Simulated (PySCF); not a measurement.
# BF2H3SeSi: NMR shieldings

Wanted: NMR shieldings for BF2H3SeSi (`FB(F)[SiH2][SeH]`).

Computed with PySCF 2.14.0 and routines of our own; the level stands in each step. Atoms count from 0.

1 further run of the same task is left out (for a basis unfit for spin-orbit shieldings).

### Step 1. The starting structure

8 atoms, charge 0, multiplicity 1; geometry from: GFN2-xTB.

### Step 2. Geometry optimisation at PBE0-D3(BJ)/def2-SVP

The job: settings as JSON, then the geometry in Å.

```
{"job": {"xc": "PBE0", "basis": "def2-SVP", "d3": "d3bj", "grid": 1, "maxiter": 30, "shake": 0.01, "kind": "geom"}, "charge": 0, "multiplicity": 1}
F     -0.007480    -2.525890    -0.033400
B     -0.419760    -1.250470     0.041580
F     -1.742090    -1.120800     0.143750
Si     0.865930     0.289570     0.000520
Se    -0.378260     2.221050    -0.139940
H      1.658190     0.422650     1.203590
H      1.746440     0.301830    -1.148550
H     -1.667840     1.642920    -0.120020
```

On the command line:

```bash
$ OMP_NUM_THREADS=1 python heavy_run.py task.json out
```

The driver reads the jobs from task.json and runs them one after another.

Output:

```text
step   0  E = -2916.33039297  max force = 0.031002
step   1  E = -2916.33562922  max force = 0.011685
step   2  E = -2916.33627709  max force = 0.003465
step   3  E = -2916.33649345  max force = 0.004643
step   4  E = -2916.33673704  max force = 0.004169
step   5  E = -2916.33680016  max force = 0.000789
step   6  E = -2916.33685395  max force = 0.001708
step   7  E = -2916.33690399  max force = 0.002467
step   8  E = -2916.33694702  max force = 0.000936
step   9  E = -2916.33699752  max force = 0.001040
step  10  E = -2916.33704337  max force = 0.001475
step  11  E = -2916.33715625  max force = 0.001551
step  12  E = -2916.33722779  max force = 0.000901
step  13  E = -2916.33729448  max force = 0.000388
step  14  E = -2916.33730554  max force = 0.000417
optimisation converged
```

Run time: 1.8 min. Hardware: 1 thread of Arm Neoverse N1, shared host; peak memory 0.45 GiB.

Step by step:

```tsv
step	energy from step 0 (eV)	largest force component (eV/Å)
0	0.0000	1.5942
1	-0.1425	0.6009
2	-0.1601	0.1782
3	-0.1660	0.2388
4	-0.1726	0.2144
5	-0.1743	0.0406
6	-0.1758	0.0878
7	-0.1772	0.1269
8	-0.1783	0.0481
9	-0.1797	0.0535
10	-0.1810	0.0758
11	-0.1840	0.0798
12	-0.1860	0.0463
13	-0.1878	0.0200
14	-0.1881	0.0214
```

Close pairs (by a distance rule), those that changed most:

```tsv
bond	before (Å)	after (Å)	change (Å)
Se4–H7	1.413	1.473	+0.059
Si3–H5	1.447	1.497	+0.050
Si3–H6	1.448	1.493	+0.045
F0–B1	1.342	1.317	-0.026
B1–Si3	2.007	2.032	+0.025
Si3–Se4	2.302	2.287	-0.014
B1–F2	1.333	1.318	-0.014
```

The next job starts from the end point, and lists it.

```tsv
at the end point	value
point group (found at 0.08 Å tolerance)	C1
rotational constants (GHz, main isotopes)	5.465, 1.011, 0.869
dipole moment (D)	0.58
```

### Step 3. NMR shieldings: PBE/pcSseg-1 Se:x2c-TZVPall-2c, spin-free

The job: settings as JSON, then the geometry in Å.

```
{"job": {"kind": "hnmr", "xc": "PBE", "basis": {"default": "pcSseg-1", "Se": "x2c-TZVPall-2c"}, "rel": "sf"}, "charge": 0, "multiplicity": 1}
F      0.032272    -2.498540     0.090974
B     -0.419920    -1.261749     0.107802
F     -1.717264    -1.109723     0.285432
Si     0.813619     0.340529    -0.093188
Se    -0.453926     2.177786    -0.593161
H      1.612106     0.510741     1.161220
H      1.771688     0.143178    -1.220996
H     -1.583851     1.680023     0.209245
```

Method: PBE/pcSseg-1 Se:x2c-TZVPall-2c GIAO NMR shielding, spin-free X2C, Gaussian nuclei, gas phase.

Output:

```text
spin-free SCF
coarse grid: 36944 points
cycle   1  E = -2945.7840599408  dE =  3.620e-01  |g| = 6.654e-01  |ddm| = 2.611e+00
cycle   2  E = -2945.5995710248  dE =  1.845e-01  |g| = 1.271e+00  |ddm| = 1.097e+00
cycle   3  E = -2945.8485059891  dE = -2.489e-01  |g| = 1.195e-01  |ddm| = 7.439e-01
cycle   4  E = -2945.8504555123  dE = -1.950e-03  |g| = 1.457e-02  |ddm| = 9.420e-02
cycle   5  E = -2945.8504857789  dE = -3.027e-05  |g| = 1.041e-02  |ddm| = 2.559e-02
cycle   6  E = -2945.8505199342  dE = -3.416e-05  |g| = 1.905e-03  |ddm| = 1.186e-02
cycle   7  E = -2945.8505207982  dE = -8.640e-07  |g| = 4.251e-04  |ddm| = 2.479e-03
final grid: 75536 points
cycle   8  E = -2945.8502370681  dE =  7.097e-09  |g| = 6.396e-04  |ddm| = 1.644e-03
cycle   9  E = -2945.8502368734  dE =  1.947e-07  |g| = 1.205e-03  |ddm| = 1.581e-03
cycle  10  E = -2945.8502371658  dE = -2.924e-07  |g| = 1.468e-04  |ddm| = 8.416e-04
cycle  11  E = -2945.8502371707  dE = -4.891e-09  |g| = 2.510e-05  |ddm| = 1.627e-04
converged SCF energy = -2945.8502371707
check of the scalar solution
cycle   1  E = -2945.8502371707  dE = -2.946e+03  |FDS-SDF| = 2.510e-05
cycle   2  E = -2945.8502371704  dE =  2.947e-10  |FDS-SDF| = 4.953e-05
converged, E = -2945.8502371704

Field gradients (au) and densities at the nuclei (bohr^-3)
atom        Vxx        Vyy        Vzz        centre      nuclear mean
  0 F     -0.0335    -1.1992     1.2328        406.991        406.990
  1 B     -0.0837    -0.2578     0.3415         64.558         64.558
  2 F     -0.0394    -1.1828     1.2221        406.991        406.990
  3 Si    -0.1952    -0.2995     0.4947       1576.090       1576.070
  4 Se     1.1897     3.7458    -4.9355      35212.563      35188.942
  5 H     -0.0694    -0.0708     0.1401          0.354          0.354
  6 H     -0.0695    -0.0732     0.1427          0.354          0.354
  7 H     -0.0811    -0.1066     0.1877          0.326          0.326
without picture change
  4 Se                          -5.0887                     53020.543

Core orbital energies (eV)
atom   shell        mean    spread
  3 Si 1s        -1784.780   0.000
  3 Si 2s         -138.821   0.000
  3 Si 3s          -15.972   0.000
  3 Si 2p          -94.938   0.079
  4 Se 1s       -12490.679   0.000
  4 Se 2s        -1605.665   0.000
  4 Se 3s         -212.440   0.000
  4 Se 4s          -18.165   0.000
  4 Se 2p        -1412.456   0.092
  4 Se 3p         -152.009   0.291
  4 Se 3d          -52.258   0.284

Shielding tensors (ppm)
atom      isotropic    diamagn.    paramagn.     s11        s22        s33       span
  0 F       176.48      467.31     -290.83     -41.14     233.95     336.62     377.77
  1 B        66.16      196.93     -130.78      46.74      74.97      76.76      30.02
  2 F       174.73      469.31     -294.57     -59.09     235.92     347.36     406.45
  3 Si      403.61      876.19     -472.58     342.62     389.44     478.77     136.16
  4 Se     2238.51     3013.01     -774.50    2005.30    2056.99    2653.23     647.92
  5 H        26.40       27.95       -1.55      21.88      24.53      32.78      10.90
  6 H        26.61       28.07       -1.46      22.87      24.56      32.39       9.53
  7 H        30.86       29.72        1.14      20.63      26.86      45.07      24.44
```

Run time: 19 s. Hardware: 1 thread of Arm Neoverse N1, shared host; peak memory 0.72 GiB.

### Step 4. Results

| quantity | value |
| --- | --- |
| point group | C1 |
| rotational constants (main isotopes) | 5.46, 1.01, 0.87 GHz |
| shieldings (step 3, PBE/pcSseg-1 Se:x2c-TZVPall-2c, spin-free) | F0 176.5, B1 66.2, F2 174.7, Si3 403.6, Se4 2238.5 ppm |

In words: Relaxing lowered the energy by 0.188 eV in 14 steps; the close pair that moved most is Se4–H7, from 1.413 to 1.473 Å. No frequency check was run at this level, so the end point may be a saddle. In step 3, Se4 has the widest tensor, 648 ppm.
